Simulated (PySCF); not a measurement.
# AlH3 in PySCF: further runs

One molecule, AlH3, is run at these levels: PBE, LC-wPBE+D3(BJ), B97-D+D3(BJ), B3LYP+D3; tasks: atomic charges.

Program: PySCF 2.14.0. These are calculated values, not measurements. Logs are shortened: lines on timing, memory, paths and dates and some standing lists are left out, and cuts for length are marked.

**1. The cell of the first run**

The cell holds a molecule in a box, 4 atoms: a = 12.000 Å, b = 11.000 Å, c = 12.000 Å, α = 90.00°, β = 90.00°, γ = 90.00°.

**2. Atomic charges, PBE (atoms moved at random, drawn with an rms of 0.05 Å)**

The input, run.py:

```python
import json
import numpy as np
from pyscf.pbc import gto, scf, dft, df
from pyscf.pbc.tools import pyscf_ase
from ase.io import read

atoms = read('POSCAR')
cell = pyscf_ase.cell_from_ase(atoms)
cell.basis = 'cc-pvdz'
cell.exp_to_discard = 0
cell.precision = 1e-08
cell.max_memory = 2520  # MB
cell.verbose = 4
cell.build()

res = {}
kpts = cell.make_kpts([1, 1, 1])
mf = dft.KRKS(cell, kpts, xc='pbe')
mf = mf.density_fit()
mf.with_df._cderi_to_save = 'cderi.h5'
mf.with_df.build(j_only=False)
mf.conv_tol = 1e-07
mf.max_cycle = 60

mf.kernel()
res.update(converged=bool(mf.converged), e_tot=mf.e_tot, nelec=cell.nelectron, nao=cell.nao, mesh=list(map(int, cell.mesh)), a=cell.lattice_vectors().tolist(), coords=cell.atom_coords().tolist(),
           mo_energy=[np.real(x).tolist() for x in mf.mo_energy], mo_occ=[np.real(x).tolist() for x in mf.mo_occ])
res.update(kpts=cell.get_scaled_kpts(kpts).tolist())
res['parts'] = {k: float(np.real(v)) for k, v in mf.scf_summary.items() if np.isscalar(v)}
json.dump(res, open('results.json', 'w'))
if not mf.converged:
    raise SystemExit('SCF not converged')

print('levels (eV)')
for i, kp in enumerate(res['kpts'][:40]):
    print('k %7.4f %7.4f %7.4f  ' % tuple(kp), ' '.join('%.3f' % (x * 27.211386) for x in res['mo_energy'][i][:13]))

# Mulliken populations
dm, s = np.asarray(mf.make_rdm1()), np.asarray(mf.get_ovlp())
sites = cell.aoslice_by_atom()[:, 2:]
tot = np.einsum('kij,kji->i', dm, s).real / len(kpts)
res['mulliken'] = [cell.atom_charge(i) - tot[a0:a1].sum() for i, (a0, a1) in enumerate(sites)]
print('Mulliken charges', np.round(res['mulliken'], 5))
res['meta_lowdin'] = mf.mulliken_meta()[1].tolist()

# density on a uniform mesh
grids = dft.gen_grid.UniformGrids(cell)
grids.mesh = [61, 57, 61]
grids.build()
ni = dft.numint.KNumInt()
rho = [ni.get_rho(cell, x, grids, kpts) for x in [dm]]
np.save('rho.npy', np.reshape(rho, (-1, *grids.mesh)))
res['done'] = True
json.dump(res, open('results.json', 'w'))
```

The input, POSCAR:

```
AlH3
1.0
   12.0000000000      0.0000000000      0.0000000000
    0.0000000000     11.0000000000      0.0000000000
    0.0000000000      0.0000000000     12.0000000000
Al H
1 3
Direct
    0.5287730000      0.5057090000      0.5072300000
    0.5728710000      0.5703210000      0.6158490000
    0.4129660000      0.4383430000      0.5177260000
    0.5881540000      0.5203120000      0.3942080000
```

Potentials or basis: cc-pvdz (all-electron).

Command:

```bash
$ OMP_NUM_THREADS=2 python -u run.py > log
```

Log:

```text
Discarded 0 diffused primitive functions, 0 contracted functions

PySCF version 2.14.0

[INPUT] verbose = 4
[INPUT] num. atoms = 4
[INPUT] num. electrons = 16
[INPUT] charge = 0
[INPUT] spin (= nelec alpha-beta = 2S) = 0
[INPUT] symmetry False subgroup None
[INPUT] Mole.unit = angstrom
[INPUT] Symbol           X                Y                Z      unit          X                Y                Z       unit  Magmom
[INPUT]  1 Al     6.345276000000   5.562799000000   6.086760000000 AA   11.990833824776  10.512166596004  11.502309385958 Bohr   0.0
[INPUT]  2 H      6.874452000000   6.273531000000   7.390188000000 AA   12.990831536469  11.855255423969  13.965431329047 Bohr   0.0
[INPUT]  3 H      4.955592000000   4.821773000000   6.212712000000 AA    9.364711665086   9.111830404822  11.740324170799 Bohr   0.0
[INPUT]  4 H      7.057848000000   5.723432000000   4.730496000000 AA   13.337399748809  10.815718972572   8.939341873351 Bohr   0.0

nuclear repulsion = -2.59774387752581
number of shells = 14
number of NR pGTOs = 62
number of NR cGTOs = 33
basis = cc-pvdz
ecp = {}
lattice vectors  a1 [22.676713495, 0.000000000, 0.000000000]
                 a2 [0.000000000, 20.786987370, 0.000000000]
                 a3 [0.000000000, 0.000000000, 22.676713495]
dimension = 3
low_dim_ft_type = None
Cell volume = 10689.4
exp_to_discard = 0
rcut = 30.633849935932602 (nimgs = [2 2 2])
precision = 1e-08
pseudo = None
ke_cutoff = 3244932.333875959
    = [18391 16859 18391] mesh (5702200704779 PWs)

******** <class 'pyscf.pbc.df.df.GDF'> ********
auxbasis = None
exp_to_discard = 0
len(kpts) = 1
Drop 0 primitive fitting functions
make aux basis, num shells = 63, num cGTOs = 181
auxcell.rcut 19.484946550102375

******** <class 'pyscf.pbc.df.rsdf_builder._RSGDFBuilder'> ********
mesh = [35 33 35] (40425 PWs)
ke_cutoff = 11.093468580111859
omega = 0.4116216543986966
exclude_d_aux = True
exclude_dd_block = True
j2c_eig_always = False
has_long_range = True

******** <class 'pyscf.pbc.dft.krks.KRKS'> ********
method = KRKS
initial guess = minao
damping factor = 0
level_shift factor = 0
DIIS = <class 'pyscf.scf.diis.CDIIS'>
diis_start_cycle = 1
diis_space = 8
diis_damp = 0
SCF conv_tol = 1e-07
SCF conv_tol_grad = None
SCF max_cycles = 60
direct_scf = True
direct_scf_tol = 1e-13

******** PBC SCF flags ********
N kpts = 1
Exchange divergence treatment (exxdiv) = ewald
    madelung (= occupied orbital energy shift) = 0.1284725335167638
    Total energy shift due to Ewald probe charge = -1/2 * Nelec*madelung = -1.02778026813
DF object = <pyscf.pbc.df.df.GDF object>
XC functionals = pbe
small_rho_cutoff = 0
radial grids:
    Treutler-Ahlrichs [JCP 102, 346 (1995); DOI:10.1063/1.469408] (M4) radial grids

becke partition: Becke, JCP 88, 2547 (1988); DOI:10.1063/1.454033
pruning grids: <function nwchem_prune>
grids dens level: 3
symmetrized grids: False
atomic radii adjust function: <function treutler_atomic_radii_adjust>
Set gradient conv threshold to 0.000316228

******** <class 'pyscf.pbc.df.rsdf_builder._RSNucBuilder'> ********
mesh = [43 41 43] (75809 PWs)
ke_cutoff = 16.92809565338868
omega = 0.5174598520920043
exclude_d_aux = False
exclude_dd_block = True
j2c_eig_always = False
has_long_range = True
tot grids = 48581
cell vol = 10689.3618  sum(weights) = 10838.2014
nelec by numeric integration = 15.997026073748694
init E= -243.832829446765
  HOMO = -0.306749315186  LUMO = -0.0978113689487  gap/eV = 5.68549
nelec by numeric integration = 16.000001196869068
cycle= 1 E= -244.022515482139  delta_E= -0.19  |g|= 0.164  |ddm|= 1.27
  HOMO = -0.237339624466  LUMO = -0.0856628111063  gap/eV = 4.12734
nelec by numeric integration = 16.000001221428136
cycle= 2 E= -244.031241336828  delta_E= -0.00873  |g|= 0.0841  |ddm|= 0.337
  HOMO = -0.254736201858  LUMO = -0.0840795311859  gap/eV = 4.64380
nelec by numeric integration = 16.000001211147058
cycle= 3 E= -244.034715232156  delta_E= -0.00347  |g|= 0.00834  |ddm|= 0.134
  HOMO = -0.256471788931  LUMO = -0.086261663295  gap/eV = 4.63165
nelec by numeric integration = 16.00000121040442
cycle= 4 E= -244.034753150571  delta_E= -3.79e-05  |g|= 0.000735  |ddm|= 0.0151
  HOMO = -0.256458044319  LUMO = -0.0862375351221  gap/eV = 4.63194
nelec by numeric integration = 16.00000121059759
cycle= 5 E= -244.034753398021  delta_E= -2.47e-07  |g|= 0.000286  |ddm|= 0.00151
  HOMO = -0.256365535454  LUMO = -0.0862125136243  gap/eV = 4.63010
nelec by numeric integration = 16.000001210544795
cycle= 6 E= -244.03475344797  delta_E= -4.99e-08  |g|= 2.38e-05  |ddm|= 0.000516
  HOMO = -0.256368569809  LUMO = -0.0862088284122  gap/eV = 4.63028
nelec by numeric integration = 16.000001210552345
Extra cycle  E= -244.034753448091  delta_E= -1.22e-10  |g|= 1.87e-05  |ddm|= 6.82e-05
converged SCF energy = -244.034753448091
levels (eV)
k  0.0000  0.0000  0.0000   -1507.219 -106.967 -69.137 -68.856 -68.849 -10.152 -7.193 -6.976 -2.346 0.960 1.208 1.494 3.873
Mulliken charges [ 0.25515 -0.08586 -0.08623 -0.08307]
 ** Mulliken pop on meta-lowdin orthogonal AOs **
 ** Mulliken pop  **
pop of  0 Al 1s           1.99999
pop of  0 Al 2s           1.99972
pop of  0 Al 3s           1.06738
pop of  0 Al 4s           0.00518
pop of  0 Al 2px          1.99979
pop of  0 Al 2py          1.99974
pop of  0 Al 2pz          1.99981
pop of  0 Al 3px          0.56441
pop of  0 Al 3py          0.22664
pop of  0 Al 3pz          0.72944
pop of  0 Al 4px          0.00683
pop of  0 Al 4py          0.00272
pop of  0 Al 4pz          0.00934
pop of  0 Al 3dxy         0.00134
pop of  0 Al 3dyz         0.00141
pop of  0 Al 3dz^2        0.00307
pop of  0 Al 3dxz         0.00283
pop of  0 Al 3dx2-y2      0.00060
pop of  1 H 1s            1.12210
pop of  1 H 2s            0.00140
pop of  1 H 2px           0.00032
pop of  1 H 2py           0.00060
pop of  1 H 2pz           0.00208
pop of  2 H 1s            1.12180
pop of  2 H 2s            0.00137
pop of  2 H 2px           0.00228
pop of  2 H 2py           0.00063
pop of  2 H 2pz           0.00004
pop of  3 H 1s            1.12190
pop of  3 H 2s            0.00171
pop of  3 H 2px           0.00076
pop of  3 H 2py           0.00005
pop of  3 H 2pz           0.00273
 ** Mulliken atomic charges  **
charge of    0Al =      0.37975
charge of    1H =     -0.12649
charge of    2H =     -0.12612
charge of    3H =     -0.12714
```

Wall time 10 s (2 threads of Intel Xeon at 2.70GHz, shared host); peak memory 0.77 GiB.

Results:

```
Free energy                     : -6640.5239 eV
Gap between the frontier levels : 4.63 eV
Meta-löwdin charges             : Al +0.38; H -0.13 e
```

Caveat: this is a molecule in a periodic box at the Γ point, so its band gap is the HOMO-LUMO gap; population charges move with the basis; the basis of atomic orbitals isn't converged, which shifts pressures, moduli and gaps.

(Part 1 of 2 ends here.)
